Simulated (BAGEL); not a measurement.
**HF/def2-SVPD (density fitting with qzvpp-jkfit) run of C2H3Ga (SMILES C#[C][GaH2])**

What is the vertical electron affinity of C2H3Ga at HF/def2-SVPD (density fitting with qzvpp-jkfit)? 

Program for the calculation: BAGEL 1.2.2.

8 further runs of the same task are left out: 6 that didn't finish, 2 set aside as unsound or not needed.

## 1. The structure to begin with

C2H3Ga has 6 atoms, charge 0, and is taken as a singlet. As SMILES, `C#[C][GaH2]`. The shape comes from GFN2-xTB, which is rough for such elements, and wasn't checked as a minimum.

Bond lengths: C1–C2 1.210 Å, C2–Ga3 1.955 Å, C1–H4 1.056 Å, Ga3–H5 1.563 Å, Ga3–H6 1.563 Å. Angles: C1–C2–Ga3 179.8°, C2–C1–H4 180.0°, C2–Ga3–H5 119.7°, C2–Ga3–H6 119.9°, H5–Ga3–H6 120.4°.

## 2. The energy at HF/def2-SVPD (density fitting with qzvpp-jkfit)

Input file hf.json:

```json
{ "bagel" : [

{
  "title" : "molecule",
  "basis" : "def2-svpd.json",
  "df_basis" : "qzvpp-jkfit",
  "angstrom" : true,
  "geometry" : [
    { "atom" : "C", "xyz" : [      -1.256370,      -1.357360,      -0.255330 ] },
    { "atom" : "C", "xyz" : [      -0.442500,      -0.477160,      -0.092210 ] },
    { "atom" : "Ga", "xyz" : [       0.873340,       0.943230,       0.177850 ] },
    { "atom" : "H", "xyz" : [      -1.966750,      -2.125550,      -0.397950 ] },
    { "atom" : "H", "xyz" : [       1.802130,       1.373390,      -1.003130 ] },
    { "atom" : "H", "xyz" : [       0.990170,       1.643440,       1.570790 ] }
  ]
},

{ "title" : "hf" },

{ "title" : "print", "file" : "orbitals.molden", "orbitals" : true }

]}
```

The basis set def2-SVPD is read from a file made from the Basis Set Exchange's data (not shown).

On the command line:

```console
BAGEL_NUM_THREADS=1 BAGEL hf.json > hf.out
```

Standard output:

```text
* using 1 threads per process

  ===============================================================
  ===============================================================

  *** Geometry ***

  { "atom" : "C", "xyz" : [     -2.374195,     -2.565039,     -0.482504 ] },
  { "atom" : "C", "xyz" : [     -0.836204,     -0.901702,     -0.174252 ] },
  { "atom" : "Ga", "xyz" : [      1.650373,      1.782446,      0.336088 ] },
  { "atom" : "H", "xyz" : [     -3.716619,     -4.016707,     -0.752017 ] },
  { "atom" : "H", "xyz" : [      3.405532,      2.595331,     -1.895641 ] },
  { "atom" : "H", "xyz" : [      1.871150,      3.105652,      2.968363 ] },

  Number of auxiliary basis functions:      470

  Since a DF basis is specified, we compute 2- and 3-index integrals:
    o Being stored without compression. Storage requirement is 0.039 GB

  Number of basis functions:      102
  Number of electrons      :       46

    * METHOD: MOLECULE                             0.23

  *** RHF ***

  === Nuclear Repulsion ===
   130.4824685351

      * DIIS with orbital gradients will be used.

  === RHF iteration (def2-svpd.json) ===
      0      -2000.23994519          0.01291211           0.09
      1      -2000.33059520          0.00673494           0.09
      2      -2000.35120278          0.00137181           0.09
      3      -2000.35236129          0.00061220           0.08
      4      -2000.35255549          0.00007852           0.09
      5      -2000.35256026          0.00004979           0.09
      6      -2000.35256197          0.00002365           0.09
      7      -2000.35256317          0.00000962           0.09
      8      -2000.35256340          0.00000251           0.09
      9      -2000.35256340          0.00000096           0.08
     10      -2000.35256341          0.00000034           0.08
     11      -2000.35256341          0.00000012           0.09
     12      -2000.35256341          0.00000004           0.09
     13      -2000.35256341          0.00000002           0.08
     14      -2000.35256341          0.00000000           0.09
    * SCF iteration converged.

    * Permanent dipole moment:
           (    0.048785,     0.054072,     0.006379) a.u.

    * METHOD: HF                                   1.55

    * METHOD: PRINT                                0.02

  ===============================================================
```

It took 2 s on 1 thread of Arm Neoverse V2, shared host; peak memory 0.14 GiB.

## 3. The doublet anion, same level

Input file job.json:

```json
{ "bagel": [

{
  "title": "molecule",
  "basis": "def2-svpd.json",
  "df_basis": "qzvpp-jkfit",
  "angstrom": true,
  "geometry": [
    { "atom": "C", "xyz": [      -1.256370,      -1.357360,      -0.255330 ] },
    { "atom": "C", "xyz": [      -0.442500,      -0.477160,      -0.092210 ] },
    { "atom": "Ga", "xyz": [       0.873340,       0.943230,       0.177850 ] },
    { "atom": "H", "xyz": [      -1.966750,      -2.125550,      -0.397950 ] },
    { "atom": "H", "xyz": [       1.802130,       1.373390,      -1.003130 ] },
    { "atom": "H", "xyz": [       0.990170,       1.643440,       1.570790 ] }
  ]
},

{
  "title": "uhf",
  "charge": -1,
  "nopen": 1
},

{
  "title": "print",
  "file": "orbitals.molden",
  "orbitals": true
}

]}
```

The basis set def2-SVPD is read from a file made from the Basis Set Exchange's data (not shown).

On the command line:

```console
BAGEL_NUM_THREADS=1 BAGEL job.json > job.out
```

Standard output:

```text
* using 1 threads per process

  ===============================================================
  ===============================================================

  *** Geometry ***

  { "atom" : "C", "xyz" : [     -2.374195,     -2.565039,     -0.482504 ] },
  { "atom" : "C", "xyz" : [     -0.836204,     -0.901702,     -0.174252 ] },
  { "atom" : "Ga", "xyz" : [      1.650373,      1.782446,      0.336088 ] },
  { "atom" : "H", "xyz" : [     -3.716619,     -4.016707,     -0.752017 ] },
  { "atom" : "H", "xyz" : [      3.405532,      2.595331,     -1.895641 ] },
  { "atom" : "H", "xyz" : [      1.871150,      3.105652,      2.968363 ] },

  Number of auxiliary basis functions:      470

  Since a DF basis is specified, we compute 2- and 3-index integrals:
    o Being stored without compression. Storage requirement is 0.039 GB

  Number of basis functions:      102
  Number of electrons      :       46

    * METHOD: MOLECULE                             0.22

  *** Open-shell HF ***

  === Nuclear Repulsion ===
   130.4824685351

      * DIIS with orbital gradients will be used.

  === UHF iteration (def2-svpd.json) ===
      0      -2000.11941614          0.03307692           0.18
      1      -2000.25903887          0.02400497           0.18
      2      -2000.31238407          0.01183347           0.18
      3      -2000.33407365          0.00202134           0.19
      4      -2000.33632717          0.00111943           0.18
      5      -2000.33723936          0.00046683           0.19
      6      -2000.33763521          0.00015517           0.18
      7      -2000.33769215          0.00010775           0.18
      8      -2000.33772505          0.00006351           0.18
      9      -2000.33777924          0.00003019           0.18
     10      -2000.33781308          0.00001976           0.18
     11      -2000.33783489          0.00001646           0.19
     12      -2000.33786088          0.00001506           0.19
     13      -2000.33787931          0.00001400           0.18
     14      -2000.33790608          0.00001071           0.18
     15      -2000.33791923          0.00000623           0.18
     16      -2000.33792330          0.00000305           0.18
     17      -2000.33792337          0.00000157           0.18
     18      -2000.33792343          0.00000061           0.19
     19      -2000.33792344          0.00000038           0.18
     20      -2000.33792345          0.00000024           0.18
     21      -2000.33792345          0.00000014           0.19
     22      -2000.33792345          0.00000007           0.18
     23      -2000.33792345          0.00000005           0.18
     24      -2000.33792345          0.00000003           0.19
     25      -2000.33792345          0.00000002           0.18
     26      -2000.33792345          0.00000001           0.18
    * SCF iteration converged.

    * S^2 (UHF) is 0.8158

    * Permanent dipole moment:
           (    0.478076,     0.513126,     0.094950) a.u.

    * METHOD: UHF                                  5.22

    * METHOD: PRINT                                0.02

  ===============================================================
```

Wall time 5.7 s (1 thread of Arm Neoverse V2, shared host); peak memory 0.14 GiB.

## 4. What came out

Level: HF/def2-SVPD (density fitting with qzvpp-jkfit).

| quantity | value |
| --- | --- |
| singlet C2H3Ga: total energy | -2000.35256 Eh |
| singlet C2H3Ga: dipole moment | 0.19 D |
| singlet C2H3Ga: HOMO energy | -10.68 eV |
| singlet C2H3Ga: LUMO energy | 0.88 eV |
| singlet C2H3Ga: HOMO–LUMO gap | 11.56 eV |
| doublet anion: total energy | -2000.33792 Eh |
| doublet anion: ⟨S²⟩ | 0.816 |
| vertical electron affinity (to the doublet anion) | -0.398 eV |

**Reading.** The anion lies 0.40 eV (9.2 kcal/mol) above the neutral: the electron isn't bound at this level, and such a value depends on the basis. Hartree–Fock misses the correlation that binds many anions.
